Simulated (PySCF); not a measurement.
# H6NYb (Yb(H)3(NH3)): the cost of one run

Method: PBE0, Yb lcecp-1-SVP with ECP59, H def2-SVP, N def2-SVP; scalar-relativistic core potentials, no spin–orbit coupling; program: PySCF 2.14.0.

1 further run of the same task is left out (for a known fault of the program).

## 1. The starting structure

8 atoms, charge 0, spin multiplicity 1.

Bond lengths: Yb1–H2 2.138 Å, Yb1–H3 2.138 Å, Yb1–H4 2.138 Å, Yb1–N5 2.457 Å, N5–H6 1.020 Å, N5–H7 1.020 Å, N5–H8 1.020 Å. Angles: H2–Yb1–H3 109.5°, H2–Yb1–H4 109.5°, H2–Yb1–N5 109.5°, H3–Yb1–H4 109.5°, H3–Yb1–N5 109.5°, H4–Yb1–N5 109.5°, Yb1–N5–H6 113.0°, Yb1–N5–H7 113.0°, Yb1–N5–H8 113.0°, H6–N5–H7 105.8°, H6–N5–H8 105.8°, H7–N5–H8 105.8°.

As a file:

```xyz
8
charge 0, multiplicity 1
Yb    0.0000    0.0000    0.0000
H     1.2341    1.2341    1.2341
H    -1.2341   -1.2341    1.2341
H     1.2341   -1.2341   -1.2341
N    -1.4188    1.4188   -1.4188
H    -2.0320    2.0320   -0.8818
H    -0.8818    2.0320   -2.0320
H    -2.0320    0.8818   -2.0320
```

Formal oxidation states: Yb +3. Each metal's 13 4f electrons lie in its core potential, so multiplicities, spins and levels count the valence alone.

## 2. SCF at the start, singlet

File run.py (the lines that set the calculation):

```python
mol = gto.M(atom='''
Yb     0.00000     0.00000     0.00000
H      1.23410     1.23410     1.23410
H     -1.23410    -1.23410     1.23410
H      1.23410    -1.23410    -1.23410
N     -1.41880     1.41880    -1.41880
H     -2.03200     2.03200    -0.88180
H     -0.88180     2.03200    -2.03200
H     -2.03200     0.88180    -2.03200''',
    basis={'Yb': 'lcecp-1-SVP', 'H': 'def2-SVP', 'N': 'def2-SVP'},
    ecp={'Yb': 'lcecp-1-SVP'},
    charge=0, spin=0)
mf = dft.RKS(mol, xc='PBE0')
mf.grids.atom_grid = (50, 194)  # f atoms: unpruned, at least (60, 302)
mf = mf.density_fit()  # fitting sets: Yb AutoAux, H def2-universal-JKFIT, N def2-universal-JKFIT
mf.conv_tol = 1e-08; mf.max_cycle = 55
mf.kernel(dm0)  # dm0: free metal ions and neutral atoms
```

Command:

```bash
OMP_NUM_THREADS=2 python run.py
```

**Question.** How long does this run take on 2 threads of Intel Xeon at 2.50GHz (Skylake/Cascade Lake), shared host, and how much memory does it need?

About 9.5 s, with a peak of 0.5 GiB.
